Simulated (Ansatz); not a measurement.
# Si2SnB3: a closer look at a trial structure

Aim: for this structure of Si2SnB3, compute bands, density of states and charges.

Program: Ansatz 0.2.0. Level of theory: DFT PBE, scalar-relativistic, plane waves, PAW. These are calculated values, not measurements.

## (1) The system as given

Symmetry: Cmmm, No. 65, orthorhombic system. Conventional cell: a = 5.313 Å, b = 9.593 Å, c = 2.945 Å, α = 90.00°, β = 90.00°, γ = 90.00°. Si (site symmetry 2/m) has 6 B at 2.47 to 2.74 Å and 4 Si at 2.66 to 2.95 Å and 4 Sn at 3.11 Å as nearest neighbours. Sn (site symmetry mmm) is surrounded by 8 B at 2.81 to 3.04 Å and 2 Sn at 2.95 Å and 8 Si at 3.11 Å. B (site symmetry m2m) has 3 B at 1.74 to 1.85 Å as nearest neighbours. B (site symmetry mmm) is surrounded by 4 B at 1.74 Å.

Structure file:

```
Si Sn B
1.0
     2.65642   -4.79674    0.00000
     2.65642    4.79674    0.00000
     0.00000    0.00000    2.94503
Si Sn B
2 1 3
Direct
  0.50000 0.00000 0.50000
  0.00000 0.50000 0.50000
  0.00000 0.00000 0.00000
  0.59654 0.40346 0.00000
  0.40346 0.59654 0.00000
  0.50000 0.50000 0.50000
```

The cell was relaxed beforehand at this level, from a database cell with other species swapped in; it is a trial structure. At a tolerance of 0.05 Å it has space group Cmmm (No. 65); it has 12.51 Å³/atom, an uncorrected energy of +0.71 eV/atom over the elements.

## (2) Static run: bands, density of states and charges

Contents of input.yaml:

```yaml
crystal:
  lattice:
    - [2.6564204781, -4.7967435691, 0.0]
    - [2.6564204781, 4.7967435691, 0.0]
    - [0.0, 0.0, 2.9450251799]
  atoms:
    - { symbol: Si, position: [0.5, 0.0, 0.5] }
    - { symbol: Si, position: [0.0, 0.5, 0.5] }
    - { symbol: Sn, position: [0.0, 0.0, 0.0] }
    - { symbol: B, position: [0.5965398995, 0.4034601005, 0.0] }
    - { symbol: B, position: [0.4034601005, 0.5965398995, 0.0] }
    - { symbol: B, position: [0.5, 0.5, 0.5] }
basis:
  ecutwfc: 420
kpoints:
  mp_grid: { grid: [8, 8, 12] }
  band_path:
    path:
      - [[0.0, 0.0, 0.0], [-0.5, 0.5, 0.0], [-0.32667268, 0.67332732, 0.0]]
      - [[0.32667268, 0.32667268, 0.0], [0.0, 0.0, 0.0], [0.0, 0.0, 0.5], [0.32667268, 0.32667268, 0.5]]
      - [[-0.32667268, 0.67332732, 0.5], [-0.5, 0.5, 0.5], [-0.5, 0.5, 0.0]]
      - [[0.0, 0.0, 0.0], [0.0, 0.5, 0.0], [0.0, 0.5, 0.5], [0.0, 0.0, 0.5], [-0.5, 0.5, 0.5]]
    npoints: 14
hamiltonian:
  xc: pbe
scf:
  occupations: { method: gaussian, width: 0.1 }
  n_extra_bands: 15
output:
  forces: true
  stress: true
  eigenvalues: true
  populations: true
  dos: { projected: true, de: 0.02, nscf_kmesh: { grid: [10, 10, 15] } }
  bader: true
  write_density: true
  write_potential: true
  elf: true
  volumetric_format: npy
```

The run is started by

```
> ansatz run input.yaml --threads 1 --pin off --max-ram 2560MiB --backend cpu --events-out ev --progress --plain --runs-dir out
```

**Question.** What will these runs give? Wanted: gap; states at the Fermi level; Bader charges.

As calculated:

| quantity | value |
| --- | --- |
| gap | none (metal) |
| states at the Fermi level | 1.81 per eV per cell |
| Bader charges | Si +0.30, Sn +0.52, B -0.46 to -0.33 e |

What this shows: It comes out metallic. Of the projected weight within 0.25 eV of the Fermi level, the largest part is B 2p (32 %) and Si 3p (26 %). Bader charges reach 0.5 e, so charge transfer in this metal is moderate.
